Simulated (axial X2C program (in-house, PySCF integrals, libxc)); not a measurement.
# All-electron X2C curves of TcP, part 2 of 2

Computed with an in-house X2C program for linear molecules on PySCF integrals; all-electron X2C, Tc dyall-cv3z, P dyall-v3z. The steps go on from the part before.

### 9 PBE0, 2c

State followed: Ω = 1 (excess of +ω over −ω: ω = -3/2, ω = 5/2). The scan is laid around 2.107 Å, a first estimate of the minimum, and this SCF restarts from the orbitals of the search.

The SCF at the reference distance of 2.107 Å:

```text
two-component X2C + atomic mean field  PBE0
basis functions 196  fitting functions 963  grid points 5081
iter        total energy     max residual
   1      -4625.329502211     7.09e-06
   2      -4625.329502203     2.23e-05
   3      -4625.329502214     2.05e-06
   4      -4625.329502215     1.68e-06
converged
one-electron -6700.14997464  Coulomb 2067.48781999  exact exchange -37.50513259  xc functional -115.04372963  nuclear repulsion 161.99302375  atomic mean-field constant -2.11150910
```

Along the bond, energies from the lowest point:

```
R (Å)  E (eV)  μ (D)  HOMO (eV)  LUMO (eV)  iterations
1.833  1.1721  -2.31      -4.64      -2.78          19
1.917  0.4726  -2.67      -4.75      -2.89          16
1.981  0.1807  -2.91      -4.82      -2.96          15
2.044  0.0357  -3.14      -4.88      -3.01          15
2.107  0.0000  -3.36      -4.93      -3.05           4
2.181  0.0574  -3.61      -4.97      -3.07          15
2.255  0.1892  -3.83      -4.99      -3.06          14
2.349  0.4285  -4.08      -4.99      -3.03          14
2.465  0.7814  -4.33      -4.96      -2.97          14
2.634  1.3341  -4.59      -4.90      -2.88          16
```

Dipoles are positive if P is the positive end.

Outer spinors at the reference distance:

```json
{"ω": "-1/2", "occupied": "yes", "ε (eV)": "-15.13", "atomic character": "63% P s, 14% Tc d, 12% Tc p", "λ mixture": "100% σ"}
{"ω": "1/2", "occupied": "yes", "ε (eV)": "-14.93", "atomic character": "62% P s, 16% Tc d, 11% Tc p", "λ mixture": "100% σ"}
{"ω": "-1/2", "occupied": "yes", "ε (eV)": "-8.76", "atomic character": "81% Tc d, 16% P p", "λ mixture": "100% π"}
{"ω": "1/2", "occupied": "yes", "ε (eV)": "-8.44", "atomic character": "65% Tc d, 22% P p, 7% P s", "λ mixture": "100% σ"}
{"ω": "-3/2", "occupied": "yes", "ε (eV)": "-8.43", "atomic character": "100% Tc d", "λ mixture": "100% δ"}
{"ω": "3/2", "occupied": "yes", "ε (eV)": "-8.31", "atomic character": "82% Tc d, 15% P p, 2% P d", "λ mixture": "100% π"}
{"ω": "5/2", "occupied": "yes", "ε (eV)": "-8.18", "atomic character": "100% Tc d", "λ mixture": "100% δ"}
{"ω": "-1/2", "occupied": "yes", "ε (eV)": "-7.28", "atomic character": "58% P p, 29% Tc d, 6% P s", "λ mixture": "100% σ"}
{"ω": "1/2", "occupied": "yes", "ε (eV)": "-6.88", "atomic character": "46% P p, 45% Tc d, 4% Tc p", "λ mixture": "100% π"}
{"ω": "-3/2", "occupied": "yes", "ε (eV)": "-6.82", "atomic character": "47% P p, 45% Tc d, 4% Tc p", "λ mixture": "100% π"}
{"ω": "1/2", "occupied": "yes", "ε (eV)": "-6.27", "atomic character": "52% Tc s, 35% P p, 9% Tc d", "λ mixture": "100% σ"}
{"ω": "-1/2", "occupied": "yes", "ε (eV)": "-4.93", "atomic character": "56% P p, 21% Tc p, 16% Tc d", "λ mixture": "100% π"}
{"ω": "3/2", "occupied": "no", "ε (eV)": "-3.05", "atomic character": "53% P p, 27% Tc p, 15% Tc d", "λ mixture": "100% π"}
{"ω": "-1/2", "occupied": "no", "ε (eV)": "-2.48", "atomic character": "51% Tc s, 34% Tc d, 11% P p", "λ mixture": "100% σ"}
{"ω": "3/2", "occupied": "no", "ε (eV)": "-2.09", "atomic character": "99% Tc d", "λ mixture": "100% δ"}
{"ω": "1/2", "occupied": "no", "ε (eV)": "-2.03", "atomic character": "38% Tc p, 26% P p, 16% Tc d", "λ mixture": "78% σ, 22% π"}
```

PBE0 fields in the half plane through the axis: z from -2.4 to 4.5 Å across, distance from the axis 0.15 to 2.25 Å upwards; Tc lies at z = 0 and P at z = 2.107 Å; the ELF is damped to zero where the density is low.

log10 density (e/bohr³). Ten even steps from '0' (-4.42 ) to '9' (1.69 ):
```
001112222222222222111000
011222233333333332221100
112223333333333333322110
112233444444444444332211
122334455544445544433221
122344566655555555443321
123345677765556665544321
123345689866557975544321
```

ELF. Ten even steps from ' ' (0.00 ) to '@' (0.92 ):
```
      ..::--------::::::..............          
    ..::--====----------------------::..        
    ..::--====----------==++++******++==::..    
    ..::----==----::--==**######%%%%##**==::    
    ..::::----====--::==**%%%%%%@@@@@@%%**==..  
      ..::--++**##**====##%%**++##@@@@@@%%**--  
      ....==####==##**==##++  ::  **@@@@%%##--..
        ..++%%::**::##==##..%%**%%..@@@@@@##==..
```

Re = 2.100 Å, ωe = 486 cm⁻¹, ωexe = 1.84 cm⁻¹, Be = 0.162 cm⁻¹, De = 3.17 eV, μ = -3.34 D.

### 10 HF, 2c

The SCF at the reference distance of 2.107 Å:

```text
two-component X2C + atomic mean field  HF
basis functions 196  fitting functions 963  grid points 5081
iter        total energy     max residual
   1      -4622.801170357     3.06e-01
   2      -4622.835315715     2.05e-02
   3      -4622.843377424     1.72e-02
   4      -4622.848811616     1.24e-02
   5      -4622.855722875     7.20e-03
   6      -4622.861012366     3.12e-03
   7      -4622.862344192     2.37e-03
   8      -4622.863143928     1.86e-03
   9      -4622.863876056     8.63e-04
  10      -4622.863961728     4.41e-04
  11      -4622.863986215     2.48e-04
  12      -4622.863995190     1.77e-04
  13      -4622.864001733     9.85e-05
  14      -4622.864004226     4.78e-05
  15      -4622.864004625     2.18e-05
  16      -4622.864004688     5.57e-06
  17      -4622.864004693     3.93e-06
  18      -4622.864004694     3.29e-06
  19      -4622.864004696     2.33e-06
converged
one-electron -6697.19003934  Coulomb 2064.65869777  exact exchange -150.21417778  xc functional 0.00000000  nuclear repulsion 161.99302375  atomic mean-field constant -2.11150910
```

No constants are quoted: too few points lie around the minimum for a second fit to confirm the first.

### 11 PBE, 2c

The SCF at the reference distance of 2.107 Å:

```text
two-component X2C + atomic mean field  PBE
basis functions 196  fitting functions 963  grid points 5081
iter        total energy     max residual
   1      -4625.258781678     1.02e-01
   2      -4625.262660597     9.68e-03
   3      -4625.196539857     6.10e-02
   4      -4625.264272988     3.95e-03
   5      -4625.264608963     1.68e-03
   6      -4625.264657720     1.18e-03
   7      -4625.264685454     8.04e-05
   8      -4625.264686284     4.30e-05
   9      -4625.264686331     1.65e-05
  10      -4625.264686336     2.15e-06
  11      -4625.264686336     1.33e-06
converged
one-electron -6700.11390315  Coulomb 2067.41271901  exact exchange 0.00000000  xc functional -152.44501685  nuclear repulsion 161.99302375  atomic mean-field constant -2.11150910
```

No constants are quoted: the solution changes its character somewhere along the scan, so the fit is set aside.

### 12 Correlated methods, 2c

Correlated methods: 12 electrons correlated (frozen shells, counted by type: Tc 4 s, 3 p, 1 d; P 2 s, 1 p), 252 virtual spinors in MP2, 90 natural virtuals in coupled cluster.

Output of the correlated part at 2.107 Å:

```text
correlated 12  virtual 252  natural virtual 90  E(MP2) -0.282957596  MP2 remainder -0.013890759
iter   CCSD correlation   residual
   1     -0.275624649   1.67e-01
   2     -0.286585565   9.56e-02
   3     -0.295586422   6.27e-02
   4     -0.300112563   3.61e-02
   5     -0.302254584   1.70e-02
   6     -0.302576299   7.34e-03
   7     -0.302747994   3.55e-03
   8     -0.302746426   1.69e-03
   9     -0.302748845   7.71e-04
  10     -0.302763402   2.85e-04
  11     -0.302760381   1.15e-04
  12     -0.302763216   5.49e-05
  13     -0.302761874   2.88e-05
  14     -0.302761205   1.43e-05
  15     -0.302760920   7.12e-06
  16     -0.302760836   3.43e-06
  17     -0.302760859   1.85e-06
  18     -0.302760894   1.05e-06
  19     -0.302760893   4.42e-07
(T) -0.019132739  T1 0.1038  D1 0.1714  max T2 0.062
```

MP2: No constants are quoted: the reference is strongly spin-contaminated.

CCSD: No constants are quoted: the points don't follow one smooth fit.

CCSD(T): No constants are quoted: the points don't follow one smooth fit.

### 13 A higher determinant, 2c

State: Ω = 3 (excess of +ω over −ω: ω = 1/2, ω = 5/2).

Output at the reference distance:

```text
two-component X2C + atomic mean field  PBE0
basis functions 196  fitting functions 963  grid points 5081
iter        total energy     max residual
   1      -4625.326886685     2.70e-06
   2      -4625.326886687     1.70e-06
converged
one-electron -6700.16505273  Coulomb 2067.50620686  exact exchange -37.50532892  xc functional -115.04422655  nuclear repulsion 161.99302375  atomic mean-field constant -2.11150910
```

```
R (Å)  E above the lowest PBE0 point (eV)
1.833                               1.133
1.917                               0.550
1.981                               0.258
2.044                               0.111
2.107                               0.071
2.181                               0.123
2.255                               0.250
2.349                               0.483
2.465                               0.830
```

No constants are quoted: fits of two degrees disagree.

### 14 The 2c curves together

Energy (eV) of the followed determinant, 2c, from each level's lowest point:

```
R (Å)   PBE0     HF  MP2 (spin-contaminated)   CCSD  CCSD(T)  PBE (jumps)
1.833  1.172  2.630                    0.630    n/a      n/a        1.073
1.917  0.473  1.673                    0.205  0.481    0.446        0.448
1.981  0.181  1.154                    0.052  0.191    0.166        0.218
2.044  0.036  0.767                    0.000  0.051    0.038        0.044
2.107  0.000  0.485                    0.024  0.000    0.000        0.000
2.181  0.057  0.257                    0.114  0.036    0.054        0.059
2.255  0.189  0.111                    0.242  0.141    0.178        0.203
2.349  0.428  0.015                    0.435  0.335    0.400        0.468
2.465  0.781  0.000                    0.690    n/a      n/a        0.858
2.634  1.334  0.111                    1.078    n/a      n/a        1.463
```

Time for the job: 3.5 min (1 thread, shared host).

### 15 Results

What follows sums up all 2 parts.

Lowest determinant that the search found at its distance, spin-free: M_S = 2, Λ = 1 (beyond closed shells: σα, π+α, δ+α, δ-α).

Lowest determinant that the search found at its distance, 2c: Ω = 1 (excess of +ω over −ω: ω = -3/2, ω = 5/2).

```
Hamiltonian    level  Re (Å)  ωe (cm⁻¹)  De (eV)  μ (D)
  spin-free     PBE0   2.102        484     3.14  -3.37
  spin-free     CCSD   2.116        459     2.48    n/a
  spin-free  CCSD(T)   2.105        480     2.74    n/a
  spin-free      PBE   2.105        508     3.85  -2.81
         2c     PBE0   2.100        486     3.17  -3.34
```

Dipoles are positive if P is the positive end. No constants: spin-free HF (too few points lie around the minimum for a second fit to confirm the first); spin-free MP2 (the reference is strongly spin-contaminated); 2c HF (too few points lie around the minimum for a second fit to confirm the first); 2c MP2 (the reference is strongly spin-contaminated); 2c CCSD (the points don't follow one smooth fit); 2c CCSD(T) (the points don't follow one smooth fit); 2c PBE (the solution changes its character somewhere along the scan, so the fit is set aside).

Time per point (s) on 1 thread, shared host (2c runs); the times are rough: PBE0 0.82.

What this shows: At PBE0, going from spin-free to two-component changes Re by -2 mÅ, ωe by +0.5 %; the spin-free picture holds up (part of it comes from the scalar share of the two-electron terms). De moves by +0.03 eV; both De rest on single-determinant atoms, which can miss part of an open shell's spin–orbit lowering.

De refers to Tc + P, each in the lowest determinant found, which need not be this curve's own limit. Each curve is one determinant whose occupation by symmetry is held fixed; it was picked as the lowest of a PBE0 search that is not exhaustive. De is counted from the lowest determinant-based energies of the atoms at the same level, without counterpoise correction. Density functionals use the spin component along the axis (collinear). CCSD and (T) use frozen natural virtuals with an MP2 correction for the truncation. With several unpaired electrons one determinant need not be a pure state. At some level an empty orbital lies below a filled one. The spin-free determinant is spin-contaminated at some levels. T1 at Re is 0.073 (Lee–Taylor), above the customary mark of 0.02.
